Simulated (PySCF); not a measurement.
# SiH4Se (SMILES [SiH3][SeH]): levels of theory compared

Wanted: a comparison of 5 runs (HF/STO-3G, HF/def2-SVP, B3LYP/6-31G*, B2PLYP/cc-pVDZ, SVWN5/pcseg-1) of SiH4Se. 

The results are computed with PySCF 2.14.0.

## 1. The system as given

The species is SiH4Se (6 atoms), meant as a singlet with charge 0. As SMILES, `[SiH3][SeH]`. Geometry: relaxed at PBE0-D4/def2-TZVP.

Bond lengths: Si1–Se2 2.279 Å, Si1–H3 1.484 Å, Si1–H4 1.483 Å, Si1–H5 1.484 Å, Se2–H6 1.469 Å. Angles: Si1–Se2–H6 93.0°, Se2–Si1–H3 111.5°, Se2–Si1–H4 104.9°, Se2–Si1–H5 111.4°, H3–Si1–H4 110.0°, H3–Si1–H5 109.1°, H4–Si1–H5 110.0°.

## 2. Energy and gradient at HF/STO-3G (run 1)

File mol.xyz:

```xyz
6
H4SeSi
Si    -0.244700    -0.234500    -0.474600
Se     0.898700    -0.252100     1.496900
H     -1.605500     0.334200    -0.308700
H     -0.336900    -1.659600    -0.873400
H      0.479900     0.537800    -1.514300
H      0.850600     1.210300     1.627900
```

File input.py:

```python
# [SiH3][SeH]
import pyscf.grad
from pyscf import gto

mol = gto.M(
    atom='mol.xyz',
    verbose=4,
    basis='sto-3g',
    max_memory=1860,
)

mf = mol.RHF()
mf.conv_tol = 1e-10
mf.kernel()
if not mf.converged:
    mf = mf.newton().run(mf.mo_coeff, mf.mo_occ)

e_tot = mf.e_tot
print('Final energy', e_tot)
grad = mf.Gradients().kernel()
mf.analyze()
```

On the command line:

```bash
$ OMP_NUM_THREADS=1 python input.py
```

What it wrote:

```text
PySCF version 2.14.0

[... 72 lines left out ...]
Nuclear Repulsion Energy =             158.937978849217046
[... 6 lines left out ...]
MO #1   energy= -455.56723273002   occ= 2
[... 4 lines left out ...]
MO #6   energy= -53.4452595612341  occ= 2
[... 4 lines left out ...]
MO #11  energy= -5.99204630247284  occ= 2
[... 4 lines left out ...]
MO #16  energy= -1.6591682743135   occ= 2
[... 4 lines left out ...]
MO #21  energy= -0.667893585943681 occ= 2
[... 4 lines left out ...]
MO #26  energy= -0.260229944590635 occ= 2
[... 4 lines left out ...]
MO #31  energy= 0.542669324313267  occ= 0
[... 40 lines left out ...]
Dipole moment(X, Y, Z, Debye): -0.93300,  1.08818, -1.44965
```

Wall time 4.2 s (1 thread of Intel Xeon at 2.50GHz (Skylake/Cascade Lake), shared host); peak memory 0.12 GiB.

## 3. Energy and gradient at HF/def2-SVP (run 2)

File input.py:

```python
from pyscf import gto, scf

mol = gto.M(
    atom=[
    ('Si', (-0.244700, -0.234500, -0.474600)),
    ('Se', (0.898700, -0.252100, 1.496900)),
    ('H', (-1.605500, 0.334200, -0.308700)),
    ('H', (-0.336900, -1.659600, -0.873400)),
    ('H', (0.479900, 0.537800, -1.514300)),
    ('H', (0.850600, 1.210300, 1.627900)),
],
    basis='def2-svp',
    verbose=3,
    max_memory=1860,
)

mf = scf.RHF(mol)
mf.conv_tol = 1e-10
mf.kernel()
if not mf.converged:
    mf = mf.newton().run(mf.mo_coeff, mf.mo_occ)

energy = mf.e_tot
print('Final energy', energy)
grad = mf.nuc_grad_method().kernel()
dip = mf.dip_moment()
pop, q = mf.mulliken_pop()
```

On the command line:

```bash
$ OMP_NUM_THREADS=1 python input.py
```

What it wrote:

```text
converged SCF energy = -2690.73364985914
Final energy -2690.7336498591385
[... 9 lines left out ...]
Dipole moment(X, Y, Z, Debye): -0.50916,  0.73427, -0.77192
[... 77 lines left out ...]
charge of    5H =      0.05344
```

Wall time 13 s (1 thread of Intel Xeon at 2.50GHz (Skylake/Cascade Lake), shared host); peak memory 0.14 GiB.

## 4. Energy and forces at B3LYP/6-31G(d) (Cartesian functions) (run 3)

File job.py:

```python
import pyscf.grad
from pyscf import gto, dft

mol = gto.M(
    atom='''
Si      -0.244700      -0.234500      -0.474600
Se       0.898700      -0.252100       1.496900
H       -1.605500       0.334200      -0.308700
H       -0.336900      -1.659600      -0.873400
H        0.479900       0.537800      -1.514300
H        0.850600       1.210300       1.627900
''',
    charge=0,
    verbose=4,
    basis='6-31g*',
    max_memory=1860,
    cart=True,
)

ks = dft.RKS(mol, xc='b3lyp')
ks.grids.level = 5
ks.conv_tol = 1e-10
ks.kernel()
if not ks.converged:
    ks = ks.newton().run(ks.mo_coeff, ks.mo_occ)

e_final = ks.e_tot
print('E(%s) = %.9f' % ('B3LYP', e_final))
grad = ks.Gradients().kernel()
dip = ks.dip_moment()
pop, q = ks.mulliken_pop()
```

On the command line:

```bash
$ OMP_NUM_THREADS=1 python job.py
```

What it wrote:

```text
PySCF version 2.14.0

[... 73 lines left out ...]
converged SCF energy = -2693.20931118178
[... 14 lines left out ...]
Dipole moment(X, Y, Z, Debye): -0.49274,  0.71090, -0.74690
[... 69 lines left out ...]
charge of    5H =      0.10514
```

It took 34 s on 1 thread of Intel Xeon at 2.50GHz (Skylake/Cascade Lake), shared host; peak memory 0.62 GiB.

Run 4 isn't shown in full; the table further down has it.

## 5. Energy and gradient at SVWN5/pcseg-1 (run 5)

File input.py:

```python
import pyscf.grad
from pyscf import gto, dft

system = gto.M(
    atom=[
    ('Si', (-0.244700, -0.234500, -0.474600)),
    ('Se', (0.898700, -0.252100, 1.496900)),
    ('H', (-1.605500, 0.334200, -0.308700)),
    ('H', (-0.336900, -1.659600, -0.873400)),
    ('H', (0.479900, 0.537800, -1.514300)),
    ('H', (0.850600, 1.210300, 1.627900)),
],
    basis='pcseg-1',
    max_memory=1860,
    verbose=4,
)

calc0 = dft.RKS(system)
calc0.xc = 'svwn'
calc0.grids.level = 5
calc0.conv_tol = 1e-10
calc0.kernel()
if not calc0.converged:
    calc0 = calc0.newton().run(calc0.mo_coeff, calc0.mo_occ)

energy = calc0.e_tot
print('E(%s) = %.9f' % ('SVWN5', energy))
grad = calc0.Gradients().kernel()
dip = calc0.dip_moment()
pop, q = calc0.mulliken_pop()
```

On the command line:

```bash
$ OMP_NUM_THREADS=1 python input.py
```

What it wrote:

```text
PySCF version 2.14.0

[... 74 lines left out ...]
converged SCF energy = -2688.58814526283
[... 14 lines left out ...]
Dipole moment(X, Y, Z, Debye): -0.43220,  0.74685, -0.63818
[... 72 lines left out ...]
charge of    5H =      0.16358
```

It took 29 s on 1 thread of Intel Xeon at 2.50GHz (Skylake/Cascade Lake), shared host; peak memory 0.36 GiB.

## 6. Overview of the runs

```csv
run,level,Cartesian functions,integration grid,energy (Eh),dipole moment (D),HOMO energy (eV),LUMO energy (eV),wall time
1,HF/STO-3G,no,–,-2661.501452,2.04,-7.08,9.24,4.2 s
2,HF/def2-SVP,no,–,-2690.733650,1.18,-9.63,3.70,13 s
3,B3LYP/6-31G* (Cartesian functions),yes,5,-2693.209311,1.14,-6.70,-0.22,34 s
4,B2PLYP/cc-pVDZ,no,5,-2692.871098,1.02,-7.88,1.41,21 s
5,SVWN5/pcseg-1,no,5,-2688.588145,1.07,-5.94,-1.07,29 s
```

## 7. Summary of results

| quantity | value |
| --- | --- |
| run 5: total energy | -2688.58815 Eh |
| run 5: dipole moment | 1.07 D |
| run 5: HOMO energy | -5.94 eV |
| run 5: LUMO energy | -1.07 eV |
| run 5: HOMO–LUMO gap | 4.86 eV |
| run 5: largest force on an atom | 0.399 eV/Å |

**Reading.** The dipole moment (its size) runs from 1.02 D (B2PLYP/cc-pVDZ) to 2.04 D (HF/STO-3G). The two ends differ in method and basis. A double hybrid's value is that of its SCF part. The HOMO–LUMO gap runs from 4.86 eV (SVWN5/pcseg-1) to 16.32 eV (HF/STO-3G). Totals of different functionals can't be ranked against each other. In run 1 the basis is minimal, so the values are rough. All runs together took 1.7 min, the longest 34 s.
